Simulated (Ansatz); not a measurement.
Runs of Ansatz 0.2.0 on CsLiCr2Te2S3. It takes space group P3m1 (No. 156, trigonal). Conventional cell: a = 3.604 Å, b = 3.604 Å, c = 19.067 Å, α = 90.00°, β = 90.00°, γ = 120.00°. Cs (site symmetry 3m) is surrounded by 3 S at 3.38 Å and 6 Cs at 3.60 Å and 3 Te at 3.77 Å. Li (site symmetry 3m) has 6 S at 2.63 to 2.66 Å as nearest neighbours. Cr (site symmetry 3m) is surrounded by 3 S at 2.40 Å and 3 Te at 2.74 Å. Cr (site symmetry 3m) is surrounded by 6 S at 2.43 to 2.45 Å. Te (site symmetry 3m) is surrounded by 6 Te at 3.60 Å and 3 Cs at 3.77 Å. Around Te (site symmetry 3m) lie 3 Cr at 2.74 Å. S (site symmetry 3m) has 3 Cr at 2.45 Å and 3 Li at 2.63 Å as nearest neighbours. S (site symmetry 3m) has 3 Cr at 2.40 Å and 3 Li at 2.66 Å as nearest neighbours. The cell was built by a generator and needn't be a form met in nature.

```tsv
task	level	potentials or basis	cell	k mesh	cutoff (eV)	points for each segment of the path	mesh quality	gap on the mesh (eV)	pressure (GPa)	moment (μB)	relaxed volume (Å³/atom)	largest force (eV/Å)
single point	PBE	Ansatz PAW	as given	9 × 9 × 2	420	-	not flagged	none	0.0	5.64	-	0.03
single point	PBE	SPMS NC	as given	9 × 9 × 2	871	-	not flagged	none	(a)	5.65	-	0.04
single point	PBE	PseudoDojo standard (PBE files)	as given	9 × 9 × 2	1279	-	not flagged	none	0.2	5.65	-	(b)
relaxation of cell and atoms	PBEsol	Ansatz PAW	relaxed	6 × 6 × 1	420	-	not flagged	none	0.0	5.60	21.74	-
relaxation of cell and atoms	r2SCAN+D4	Ansatz PAW	relaxed	6 × 6 × 1	500	-	not flagged	none	0.0	5.99	22.72	-
single point	HSE03	Ansatz PAW	as given	4 × 4 × 1	420	-	coarse	none	-	5.69	-	0.25
band structure	revPBE	Ansatz PAW	as given	9 × 9 × 2	420	10	not flagged	none	1.6	5.65	-	0.09
```

Alike in all rows: spin collinear, ferromagnetic start; smearing fermi-dirac 0.05 eV.

Estimate the missing entries.

(a) 0.3; (b) 0.05.

Caveats: some runs use coarse meshes; only a ferromagnetic start was run, and an antiferromagnetic order may lie lower in energy; the PAW data sets come from PBE, with cores solved anew for the run's functional, which leaves a small shift of forces and pressure (some runs); the plane-wave basis is chosen anew once the cell has moved, so the energies of steps on either side of that aren't comparable (some runs); the magnetic or orbital state may not be the lowest (some runs); pairwise dispersion overbinds metals, which lowers pressure and volume (some runs); the potentials were made for another functional, which shifts forces and pressure (some runs).

A k mesh can miss the band edges, and the runs leave out spin-orbit coupling on Cs, Te.

A gap of «none» marks a metal or a gap under the smearing width.

Not every run made on this cell is shown here.
